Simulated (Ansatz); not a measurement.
**revPBE/cc-pVDZ run of CBr2F2 (dibromodifluoromethane)**

Aim: the energy change on altering one bond length of CBr2F2 (dibromodifluoromethane) at revPBE/cc-pVDZ, from 2 runs. 

The calculation is run with Ansatz 0.2.0.

57 further runs of the same task are left out: 57 set aside as unsound or not needed.

**1. The molecule**

CBr2F2 has 5 atoms, charge 0, and is taken as a singlet. As SMILES, `FC(F)(Br)Br`. Geometry: relaxed at PBE0-D4/def2-TZVP.

Bond lengths: F1–C2 1.324 Å, C2–F3 1.324 Å, C2–Br4 1.933 Å, C2–Br5 1.933 Å. Angles: F1–C2–F3 108.1°, F1–C2–Br4 109.2°, F1–C2–Br5 109.2°, F3–C2–Br4 109.2°, F3–C2–Br5 109.2°, Br4–C2–Br5 111.7°.

**2. The energy at revPBE/cc-pVDZ**

run.yaml reads:

```yaml
basis:
  gaussian:
    orbitals: cc-pVDZ
crystal:
  periodic: [false, false, false]
  atoms:
    - {symbol: F, position_ang: [-0.970400, -0.113400, 0.986300]}
    - {symbol: C, position_ang: [0.004800, -0.087600, 0.090900]}
    - {symbol: F, position_ang: [0.914800, -0.981400, 0.446600]}
    - {symbol: Br, position_ang: [-0.709300, -0.561200, -1.642100]}
    - {symbol: Br, position_ang: [0.810000, 1.669900, 0.077000]}
hamiltonian:
  xc: {name: revPBE}
accuracy: high
output:
  orbitals: {seedname: orbitals}
```

On the command line:

```bash
$ ansatz run run.yaml --threads 1 --pin off --max-ram 3480MiB --events-out events.jsonl --progress --plain --runs-dir runs
```

The log of the run:

```text
Warning: RAYON_NUM_THREADS=1 ignored (pool sized by the plan → 1); use --threads N
Functional definition: revPBE
  name "revPBE"
  parameter kappa = 1.245
  parameter beta = 0.06672455060314922
  exchange = pbe_x(kappa = kappa, mu = beta*pi^2/3)
  correlation = pbe_c(beta = beta)
2003 factors; integrals over basis functions are off by at most 4.6e-9 eV
mean field evaluation 1: about -146546.5812 eV, gradient 2.6e1 eV
mean field evaluation 2: about -146544.2844 eV, gradient 4.7e1 eV
mean field evaluation 4: about -146547.5422 eV, gradient 1.4e0 eV
mean field evaluation 8: about -146547.5441 eV, gradient 2.3e-2 eV
mean field evaluation 16: about -146547.5441 eV, gradient 5.7e-6 eV
mean field -146547.54413864 eV, -5385.5229136019 hartree, gradient 1.7e-8 eV, S^2 0.000000; 0 other end points of the search recorded, 0 dependent functions left out
reference -146547.54414132 eV, -5385.5229137004 hartree; 47, 47 occupied and 49, 49 virtual orbitals, 2003 factors
Total energy: -146547.54414132 eV, -5385.5229137004 hartree
```

Wall time 6.6 s (1 thread of AMD EPYC 9R14 (Zen 4), shared host); peak memory 0.27 GiB.

**3. The distorted shape**

job.yaml reads:

```yaml
crystal:
  periodic: [false, false, false]
  atoms:
    - {symbol: F, position_ang: [-1.211965, -0.640661, 0.990470]}
    - {symbol: C, position_ang: [-0.236765, -0.614861, 0.095070]}
    - {symbol: F, position_ang: [0.673235, -1.508661, 0.450770]}
    - {symbol: Br, position_ang: [-0.950865, -1.088461, -1.637930]}
    - {symbol: Br, position_ang: [0.810000, 1.669900, 0.077000]}
basis:
  gaussian: {orbitals: cc-pVDZ}
output: {orbitals: {seedname: orbitals}}
accuracy: high
hamiltonian: {xc: {name: revPBE}}
```

On the command line:

```bash
$ ansatz run job.yaml --threads 1 --pin off --max-ram 3480MiB --events-out events.jsonl --progress --plain --runs-dir runs
```

The log of the run, shortened:

```text
Warning: RAYON_NUM_THREADS=1 ignored (pool sized by the plan → 1); use --threads N
[... 6 set-up lines as earlier in the session ...]
1970 factors; integrals over basis functions are off by at most 4.6e-9 eV
mean field evaluation 1: about -146545.4332 eV, gradient 2.6e1 eV
mean field evaluation 2: about -146537.9338 eV, gradient 6.1e1 eV
mean field evaluation 4: about -146546.6152 eV, gradient 5.7e0 eV
mean field evaluation 8: about -146546.7112 eV, gradient 1.1e-1 eV
mean field evaluation 16: about -146546.7113 eV, gradient 2.3e-5 eV
mean field -146546.71127603 eV, -5385.4923064656 hartree, gradient 2.4e-8 eV, S^2 0.000000; 0 other end points of the search recorded, 0 dependent functions left out
reference -146546.71127885 eV, -5385.4923065690 hartree; 47, 47 occupied and 49, 49 virtual orbitals, 1970 factors
Total energy: -146546.71127885 eV, -5385.4923065690 hartree
```

It took 6 s on 1 thread of AMD EPYC 9R14 (Zen 4), shared host; peak memory 0.26 GiB.

**4. Results**

At revPBE/cc-pVDZ:

```
                                                          quantity           value
                                         first shape: total energy  -5385.52291 Eh
                                          first shape: HOMO energy        -7.00 eV
                                          first shape: LUMO energy        -2.32 eV
                                        first shape: HOMO–LUMO gap         4.68 eV
                                     distorted shape: total energy  -5385.49231 Eh
                                      distorted shape: HOMO energy        -6.66 eV
                                      distorted shape: LUMO energy        -4.71 eV
                                    distorted shape: HOMO–LUMO gap         1.95 eV
energy change with the C2–Br5 bond stretched from 1.933 to 2.513 Å        0.833 eV
```

**Reading.** With the C2–Br5 bond stretched from 1.933 to 2.513 Å the energy rises by 0.83 eV (80.4 kJ/mol). The first shape isn't relaxed at this level, so the change isn't measured from a minimum.
